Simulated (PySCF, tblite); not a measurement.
# C4H6BN3O: geometry, infrared bands and NMR shifts

Wanted: the infrared bands and NMR shifts of C4H6BN3O (`C=C(C#N)C(=O)NBN`), by calculation.

Computed with tblite 0.8.0 and PySCF 2.14.0, with density-fitted response routines of our own, on a single molecule in the gas phase. Atoms are numbered from 0 throughout.

## 1. Starting geometry

15 atoms, charge 0, multiplicity 1; geometry from: force field or distance geometry start.

Bonds of the start (Å): C0–C1 1.32, C1–C2 1.45, C2–N3 1.15, C1–C4 1.49, C4–O5 1.26, C4–N6 1.44, N6–B7 1.53, B7–N8 1.53, C0–H9 1.09, C0–H10 1.09, N6–H11 1.05, B7–H12 1.18, N8–H13 1.05, N8–H14 1.05.

## 2. Optimising the geometry with GFN2-xTB

What the job is given:

```
{"job": {"kind": "relax", "xc": "GFN2-xTB", "basis": "xTB"}, "charge": 0, "multiplicity": 1}
C     -2.963200     0.565100     0.070700
C     -1.835300    -0.101800    -0.106500
C     -1.892100    -1.483700    -0.528400
N     -1.959300    -2.574600    -0.889200
C     -0.514200     0.530900     0.162200
O     -0.471600     1.735500     0.532100
N      0.709400    -0.199800    -0.033100
B      2.092200     0.415400     0.220000
N      3.343900    -0.430800     0.008800
H     -2.980600     1.599700     0.400700
H     -3.932700     0.094100    -0.115400
H      0.681300    -1.201100    -0.341400
H      2.178600     1.532900     0.591100
H      3.382000    -0.670100    -1.010500
H      4.156900     0.196300     0.206100
```

On the command line:

```sh
OMP_NUM_THREADS=1 python probes_run.py task.json out
```

The driver reads the jobs from task.json and runs them one after another.

**Question.** This job is followed by: GFN2-xTB harmonic vibrations, gas phase; GIAO PBE0/pcSseg-1 NMR shielding, non-relativistic, gas phase. What will the session give for the following? strongest single infrared mode (GFN2-xTB); zero-point energy (GFN2-xTB); 13C shifts against TMS (PBE0/pcSseg-1); 1H shifts against TMS (PBE0/pcSseg-1, means over atoms taken as alike); 15N shifts against NH3 (PBE0/pcSseg-1); 17O shifts against H2O (PBE0/pcSseg-1); 11B shifts against BF3·OEt2 (PBE0/pcSseg-1).

As calculated:

```
                                                              quantity                             value
                             strongest single infrared mode (GFN2-xTB)             1412 cm⁻¹, 805 km/mol
                                          zero-point energy (GFN2-xTB)                     66.1 kcal/mol
                                13C shifts against TMS (PBE0/pcSseg-1)    163.6, 154.0, 124.1, 123.0 ppm
1H shifts against TMS (PBE0/pcSseg-1, means over atoms taken as alike)  7.69, 6.89, 6.67, 5.09, 3.40 ppm
                                15N shifts against NH3 (PBE0/pcSseg-1)            327.3, 155.2, 87.4 ppm
                                17O shifts against H2O (PBE0/pcSseg-1)                         408.6 ppm
                           11B shifts against BF3·OEt2 (PBE0/pcSseg-1)                          23.9 ppm
```

What this shows: Relaxing lowered the energy by 1.224 eV in 81 steps; the close pair that moved most is B7–N8, from 1.526 to 1.384 Å. No mode is imaginary among the 39: a minimum at this level. The strongest single mode, at 1412 cm⁻¹, has its largest shares on N6, H11 and B7 (the list is cut at 3 atoms). Unscaled tight-binding wavenumbers are off by several per cent, some by more. Its intensities can rank the bands wrongly. At PBE0/pcSseg-1: The largest span, 751 ppm, is at O5, where the paramagnetic term is -474 ppm.
